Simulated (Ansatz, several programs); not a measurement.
TlBaBr3 in the cubic perovskite structure, relaxed with r2SCAN in Ansatz (plane waves, PAW): the symmetry is Pm-3m (No. 221, cubic); a = 6.229 Å in the conventional setting, 48.35 Å³ an atom. Tl has 12 Br at 4.40 Å; Ba has 6 Br at 3.11 Å; Br has 2 Ba at 3.11 Å and 4 Tl at 4.40 Å. The cell was then scaled with its shape and fractional coordinates held. Simulation only: spin-unpolarised, and no claim that this is the phase found in nature.

| V (Å³/atom) | E (meV/atom) |
| --- | --- |
| 45.446 | 10.17 |
| 46.896 | 2.43 |
| 48.347 | 0.00 |
| 51.247 | 7.83 |

(1) Pass a cubic E = c₀ + c₁u + c₂u² + c₃u³, with u = V − 47.984 Å³, through these points.

(2) Where is the minimum, and what bulk modulus follows?

(3) Predict the energy and the pressure at the withheld volume, 49.797 Å³.

## Answers

(1) c₀ = 0.15, c₁ = -0.823, c₂ = 1.118, c₃ = -0.0444 (meV and Å³).

(2) dE/du = 0 at u = +0.377, so V₀ = 48.36 Å³. B = V₀ d²E/dV² = 48.36 × (2c₂ + 6c₃u) = 48.36 × 2.136 = 103 meV/Å³, and 1 meV/Å³ is 0.16022 GPa: 17 GPa. A third-order Birch-Murnaghan fit to all five points gives 48.37 Å³ and 16 GPa.

(3) With u = +1.813: E ≈ 2.07 meV and P = −dE/dV ≈ -0.45 GPa. The run gives 2.04 meV and, from its stress, -0.44 GPa.
